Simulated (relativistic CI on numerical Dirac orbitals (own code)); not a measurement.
**Ions of bismuth: ground levels and radial parameters**

Each member is run with a single configuration, to see the trend of ground level, magnetic moment, spin-orbit coupling and shell size.

Method: Dirac-Coulomb-Breit CI, KLI orbitals optimised for each configuration, model QED (radiative potential, 1s self-energy scaled to tabulated hydrogen-like ionisation energies), valence Slater integrals scaled by 0.9. Code: relativistic CI on numerical Dirac orbitals (own code) version 3.

### Step 1. Starting point

| Item | Value |
| --- | --- |
| members | Bi⁵⁶⁺ [Ar] 3d9, Bi⁵⁷⁺ [Ar] 3d8, Bi⁵⁸⁺ [Ar] 3d7, Bi⁵⁹⁺ [Ar] 3d6, Bi⁶⁰⁺ [Ar] 3d5, Bi⁶¹⁺ [Ar] 3d4, Bi⁶²⁺ [Ar] 3d3, Bi⁶³⁺ [Ar] 3d2 |
| Slater scale | 0.9 |

### Step 2. Bi⁵⁶⁺, [Ar] 3d9

Settings, as recorded:

```ini
atom Bi  Z=83  charge=56  electrons=27
nucleus A=209  rms_radius_fm=5.5211
hamiltonian dirac-coulomb  breit=on  qed=on  c_scale=1
orbitals kli  potential=per-configuration
slater_scale 0.9
correlation none
mixing on
configurations
  [Ar] 3d9
end
```

Run with:

```sh
> python run_levels.py task.json out
```

One command runs all members of the session, one after another, from task.json.

### Step 3. Bi⁵⁷⁺, [Ar] 3d8

Settings: those of step 2 with these lines changed.

```diff
@@ -1,2 +1,2 @@
-atom Bi  Z=83  charge=56  electrons=27
+atom Bi  Z=83  charge=57  electrons=26
 nucleus A=209  rms_radius_fm=5.5211
@@ -8,3 +8,3 @@
 configurations
-  [Ar] 3d9
+  [Ar] 3d8
 end
```

### Step 4. Bi⁵⁸⁺, [Ar] 3d7

Settings: those of step 3 with these lines changed.

```diff
@@ -1,2 +1,2 @@
-atom Bi  Z=83  charge=57  electrons=26
+atom Bi  Z=83  charge=58  electrons=25
 nucleus A=209  rms_radius_fm=5.5211
@@ -8,3 +8,3 @@
 configurations
-  [Ar] 3d8
+  [Ar] 3d7
 end
```

### Step 5. Bi⁵⁹⁺, [Ar] 3d6

Settings: those of step 4 with these lines changed.

```diff
@@ -1,2 +1,2 @@
-atom Bi  Z=83  charge=58  electrons=25
+atom Bi  Z=83  charge=59  electrons=24
 nucleus A=209  rms_radius_fm=5.5211
@@ -8,3 +8,3 @@
 configurations
-  [Ar] 3d7
+  [Ar] 3d6
 end
```

### Step 6. Bi⁶⁰⁺, [Ar] 3d5

Settings: those of step 5 with these lines changed.

```diff
@@ -1,2 +1,2 @@
-atom Bi  Z=83  charge=59  electrons=24
+atom Bi  Z=83  charge=60  electrons=23
 nucleus A=209  rms_radius_fm=5.5211
@@ -8,3 +8,3 @@
 configurations
-  [Ar] 3d6
+  [Ar] 3d5
 end
```

### Step 7. Bi⁶¹⁺, [Ar] 3d4

Settings: those of step 6 with these lines changed.

```diff
@@ -1,2 +1,2 @@
-atom Bi  Z=83  charge=60  electrons=23
+atom Bi  Z=83  charge=61  electrons=22
 nucleus A=209  rms_radius_fm=5.5211
@@ -8,3 +8,3 @@
 configurations
-  [Ar] 3d5
+  [Ar] 3d4
 end
```

### Step 8. Bi⁶²⁺, [Ar] 3d3

Settings: those of step 7 with these lines changed.

```diff
@@ -1,2 +1,2 @@
-atom Bi  Z=83  charge=61  electrons=22
+atom Bi  Z=83  charge=62  electrons=21
 nucleus A=209  rms_radius_fm=5.5211
@@ -8,3 +8,3 @@
 configurations
-  [Ar] 3d4
+  [Ar] 3d3
 end
```

### Step 9. Bi⁶³⁺, [Ar] 3d2

Settings: those of step 8 with these lines changed.

```diff
@@ -1,2 +1,2 @@
-atom Bi  Z=83  charge=62  electrons=21
+atom Bi  Z=83  charge=63  electrons=20
 nucleus A=209  rms_radius_fm=5.5211
@@ -8,3 +8,3 @@
 configurations
-  [Ar] 3d3
+  [Ar] 3d2
 end
```

(Steps that only read results are left out.)

Before running it: what results should come out? Wanted: lowest levels; largest moment; ζ, first and last; <r>, first and last.

The runs gave:

```
           quantity                                                                                                          value
      lowest levels  Bi⁵⁶⁺ 2D5/2, Bi⁵⁷⁺ 3F4, Bi⁵⁸⁺ 4F9/2, Bi⁵⁹⁺ 3F4 + 5D, Bi⁶⁰⁺ 2D5/2 + 4P, Bi⁶¹⁺ 3P0, Bi⁶²⁺ 2D3/2 + 4F, Bi⁶³⁺ 3F2
     largest moment                                                                                                5.99 μB (Bi⁵⁸⁺)
  ζ, first and last                                                                                      3d 374000, 3d 419000 cm⁻¹
<r>, first and last                                                                                        3d 0.151, 3d 0.144 bohr
```

What this shows: The 3d shell shrinks from 0.151 to 0.144 bohr as electrons are stripped. ζ rises by a factor of 1.1 along the series. The largest moment belongs to Bi⁵⁸⁺. For Bi⁵⁸⁺, Bi⁵⁹⁺, Bi⁶⁰⁺, Bi⁶¹⁺ the LS label holds under 70 % of the lowest level: spin-orbit coupling mixes terms. NIST names the ground level of Bi⁶¹⁺ 5D0. NIST names the ground level of Bi⁶²⁺ 4F3/2.
